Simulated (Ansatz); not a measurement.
# ScSi2: a single-point run

Wanted: a converged single-point run for ScSi2, and a check of what comes out. The structure is shown as the input types it.

Computed with Ansatz 0.2.0 (DFT, PBE, norm-conserving pseudopotentials, Ansatz's default files, scalar-relativistic, unless a step's input says otherwise).

**1. The system as given**

It takes space group P6/mmm (No. 191, hexagonal). The conventional cell has a = 3.660 Å, b = 3.660 Å, c = 3.870 Å, α = 90.00°, β = 90.00°, γ = 120.00°. Sc (site symmetry 6/mmm) has 12 Si at 2.87 Å as nearest neighbours. Si (site symmetry -6m2) has 3 Si at 2.11 Å and 6 Sc at 2.87 Å as nearest neighbours.

Structure file:

```cif
data_structure
_symmetry_space_group_name_H-M 'P6/mmm'
_symmetry_Int_Tables_number 191
_cell_length_a 3.6600
_cell_length_b 3.6600
_cell_length_c 3.8700
_cell_angle_alpha 90.000
_cell_angle_beta 90.000
_cell_angle_gamma 120.000
_cell_volume 44.90
loop_
_atom_site_label
_atom_site_type_symbol
_atom_site_symmetry_multiplicity
_atom_site_Wyckoff_symbol
_atom_site_fract_x
_atom_site_fract_y
_atom_site_fract_z
_atom_site_occupancy
Sc1 Sc 1 a 0.00000 0.00000 0.00000 1
Si1 Si 2 d 0.33333 0.66667 0.50000 1
```

**2. Running it**

Input file input.yaml:

```yaml
crystal:
  lattice:
    - [3.66, 0.0, 0.0]
    - [-1.83, 3.1696529779, 0.0]
    - [0.0, 0.0, 3.87]
  atoms:
    - { symbol: Sc, position: [0.0, 0.0, 0.0] }
    - { symbol: Si, position: [0.3333333333, 0.6666666667, 0.5] }
    - { symbol: Si, position: [0.6666666667, 0.3333333333, 0.5] }
kpoints:
  mp_grid: { grid: [10, 10, 8] }
scf:
  occupations: { method: gaussian, width: 2.0 }
  max_iter: 100
hamiltonian:
  xc: pbe
  pseudopotentials: { kind: nc }
output:
  forces: true
  stress: true
  eigenvalues: true
  populations: true
```

Run with:

```sh
$ ansatz run input.yaml --threads 1 --pin off --max-ram 3072MiB --backend cpu --events-out ev --progress --plain --runs-dir out
```

What happens when this is run?

This run ends as converged. It gives a pressure of 30 GPa, which is large; a structure far from rest gives such values too, whatever the setting.

Look at the input: scf.occupations.method is gaussian; scf.occupations.width is 2.0. The width is far wider than usual, so occupations near the Fermi level are blurred and the entropy term grows.

The test: set scf.occupations.method to fermi_dirac and scf.occupations.width to 0.05.
